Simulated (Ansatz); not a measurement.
**C₂H₅ClGe: basis-set convergence**

An exercise on one series of results from a longer session: the logs are not shown, and one member is left open.

Computed with Ansatz 0.2.0, Gaussian basis. Level: one geometry, several basis sets.

Plan: PBE0-D4/def2-SVP; ωB97M-V/def2-SVP; PBE0-D4/def2-QZVPP; ωB97M-V/def2-QZVPP; the functionals' def2-TZVPP values are taken from earlier runs.

## The geometry

An earlier PBE0-D4 in a triple-zeta def2 set relaxation fixed the geometry.

SMILES `C[CH2][Ge][Cl]`, 9 atoms, charge 0, spin multiplicity 1.

Atoms are counted from 1 here; the program's logs count them from 0.

Bond lengths: C1–C2 1.517 Å, C1–H5 1.092 Å, C1–H6 1.094 Å, C1–H7 1.092 Å, C2–Ge3 1.993 Å, C2–H8 1.100 Å, C2–H9 1.101 Å, Ge3–Cl4 2.197 Å. Angles: C2–C1–H5 111.4°, C2–C1–H6 111.5°, C2–C1–H7 111.4°, H5–C1–H6 107.9°, H5–C1–H7 106.7°, H6–C1–H7 107.8°, C1–C2–Ge3 121.4°, C1–C2–H8 111.5°, C1–C2–H9 111.4°, Ge3–C2–H8 103.7°, Ge3–C2–H9 103.2°, H8–C2–H9 103.9°, C2–Ge3–Cl4 99.6°.

The first run:

File in.yaml:

```yaml
crystal:
  periodic: [false, false, false]
  atoms:
    - {symbol: C, position_ang: [-0.161689, 0.922791, -0.026233]}
    - {symbol: C, position_ang: [-0.082992, -0.427522, 0.659607]}
    - {symbol: Ge, position_ang: [0.544582, -2.051473, -0.311276]}
    - {symbol: Cl, position_ang: [0.831900, -1.193064, -2.312928]}
    - {symbol: H, position_ang: [-0.824953, 0.891358, -0.892547]}
    - {symbol: H, position_ang: [-0.532990, 1.695991, 0.652515]}
    - {symbol: H, position_ang: [0.816583, 1.241618, -0.391464]}
    - {symbol: H, position_ang: [0.562006, -0.391144, 1.550519]}
    - {symbol: H, position_ang: [-1.064047, -0.734854, 1.054806]}
basis:
  gaussian: {orbitals: def2-SVP}
hamiltonian: {xc: pbe0, dispersion: d4}
output: {orbitals: {seedname: orbitals}}
```

Steps of the session up to this table: PBE0-D4 in def2-SVP; ωB97M-V in def2-SVP; PBE0-D4 in def2-QZVPP; ωB97M-V in def2-QZVPP.

One table of the session follows, with a row left open; its other results are not shown here.

It belongs to the step «Functionals by basis». 

| functional | basis | HOMO (eV) | LUMO (eV) |
| --- | --- | --- | --- |
| PBE0-D4 | def2-SVP | -6.60 | -2.47 |
| PBE0-D4 | def2-TZVPP | -6.66 | -2.53 |
| PBE0-D4 | def2-QZVPP | -6.70 | -2.57 |
| ωB97M-V | def2-SVP | -8.69 | -0.49 |
| ωB97M-V | def2-TZVPP | ? | ? |
| ωB97M-V | def2-QZVPP | -8.81 | -0.68 |

**Question.** Estimate the row for ωB97M-V, def2-TZVPP.

**Answer.** HOMO (eV): -8.76; LUMO (eV): -0.57. In the column «HOMO (eV)» it lies between ωB97M-V, def2-QZVPP (-8.81) and ωB97M-V, def2-SVP (-8.69).
